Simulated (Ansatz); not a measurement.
# K: the cost of one run

Computed with Ansatz 0.2.0 (DFT PBEsol, scalar-relativistic, plane waves, PAW, unless a step's input says otherwise).

The COD entry's cell or inner coordinates are ideal or old and differ from later refinements, so a difference from it is no clean test against experiment.

1 further run of the same task is left out (set aside as unsound or not needed).

## 1. The system as given

It takes space group Im-3m (No. 229, cubic). The conventional cell has a = 5.225 Å, b = 5.225 Å, c = 5.225 Å, α = 90.00°, β = 90.00°, γ = 90.00°.

Structure file:

```cif
data_structure
_symmetry_space_group_name_H-M 'Im-3m'
_symmetry_Int_Tables_number 229
_cell_length_a 5.2250
_cell_length_b 5.2250
_cell_length_c 5.2250
_cell_angle_alpha 90.000
_cell_angle_beta 90.000
_cell_angle_gamma 90.000
_cell_volume 142.65
loop_
_atom_site_label
_atom_site_type_symbol
_atom_site_symmetry_multiplicity
_atom_site_Wyckoff_symbol
_atom_site_fract_x
_atom_site_fract_y
_atom_site_fract_z
_atom_site_occupancy
K1 K 2 a 0.00000 0.00000 0.00000 1
```

This cell was relaxed beforehand with the same method: volume 71.32 Å³/atom, gap on the mesh none (metal).

## 2. Static run: bands, density of states and charges

Input file input.yaml:

```yaml
crystal:
  lattice:
    - [-2.6125, 2.6125, 2.6125]
    - [2.6125, -2.6125, 2.6125]
    - [2.6125, 2.6125, -2.6125]
  atoms:
    - { symbol: K, position: [0.0, 0.0, 0.0] }
basis:
  ecutwfc: 420
kpoints:
  mp_grid: { grid: [12, 12, 12] }
  band_path:
    path:
      - [[0.0, 0.0, 0.0], [0.5, -0.5, 0.5], [0.0, 0.0, 0.5], [0.0, 0.0, 0.0], [0.25, 0.25, 0.25], [0.5, -0.5, 0.5]]
      - [[0.25, 0.25, 0.25], [0.0, 0.0, 0.5]]
    npoints: 14
hamiltonian:
  xc: pbesol
scf:
  occupations: { method: gaussian, width: 0.1 }
  n_extra_bands: 6
output:
  forces: true
  stress: true
  eigenvalues: true
  populations: true
  dos: { projected: true, de: 0.02, nscf_kmesh: { grid: [18, 18, 18] } }
  bader: true
  write_density: true
  write_potential: true
  elf: true
  volumetric_format: npy
```

Command:

```sh
$ ansatz run input.yaml --threads 1 --pin off --max-ram 2560MiB --backend cpu --events-out ev --progress --plain --runs-dir out
```

What time and memory should one allow on 1 thread of Intel Xeon Platinum 8259CL at 2.50GHz (Skylake/Cascade Lake), shared host?

About 18 s, with a peak of 0.42 GiB.
